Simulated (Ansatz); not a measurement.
# Ba2TaC2: the cost of one run

Method: DFT PBE, scalar-relativistic, plane waves, PAW, in Ansatz 0.2.0.

2 further runs of the same task are left out: 1 that didn't finish, 1 set aside as unsound or not needed. Runs told in other sessions of the task aren't counted.

### Step 1. The starting structure

Symmetry: P-6m2, No. 187, hexagonal system. Conventional cell: a = 4.454 Å, b = 4.454 Å, c = 6.910 Å, α = 90.00°, β = 90.00°, γ = 120.00°. Ba (site symmetry 3m) is surrounded by 3 C at 2.57 Å. Around Ta (site symmetry -6m2) lie 6 Ba at 3.08 Å and 6 C at 3.11 Å. C (site symmetry 3m) is surrounded by 3 Ba at 2.57 Å and 3 Ta at 3.11 Å.

As a file:

```
CELL_PARAMETERS angstrom
4.45421 0.00000 0.00000
-2.22710 3.85746 0.00000
0.00000 0.00000 6.90969
ATOMIC_POSITIONS crystal
Ba 0.66667 0.33333 0.24661
Ba 0.66667 0.33333 0.75339
Ta 0.00000 0.00000 0.00000
C 0.33333 0.66667 0.25257
C 0.33333 0.66667 0.74743
```

Recipe of the guess: random cell by space group and Wyckoff sites (P-6m2, No. 187). Its size is a rough estimate.

### Step 2. The guess as it stands, on a coarse mesh

The input, input.yaml:

```yaml
crystal:
  lattice:
    - [4.45420584, 0.0, 0.0]
    - [-2.22710292, 3.85745541, 0.0]
    - [0.0, 0.0, 6.9096852]
  atoms:
    - { symbol: Ba, position: [0.66666667, 0.33333333, 0.24661481] }
    - { symbol: Ba, position: [0.66666667, 0.33333333, 0.75338519] }
    - { symbol: Ta, position: [0.0, 0.0, 0.0] }
    - { symbol: C, position: [0.33333333, 0.66666667, 0.25257389] }
    - { symbol: C, position: [0.33333333, 0.66666667, 0.74742611] }
basis:
  ecutwfc: 420
kpoints:
  mp_grid: { grid: [6, 6, 4] }
hamiltonian:
  xc: pbe
scf:
  occupations: { method: gaussian, width: 0.1 }
  lower_state_search: "off"
output:
  forces: true
  stress: true
  eigenvalues: true
```

Command:

```sh
ansatz run input.yaml --threads 1 --pin off --max-ram 2560MiB --backend cpu --events-out ev --progress --plain --runs-dir out
```

Q: Estimate wall time and peak memory on 1 thread of Arm Neoverse N1, shared host.

About 12 s, with a peak of 0.35 GiB.
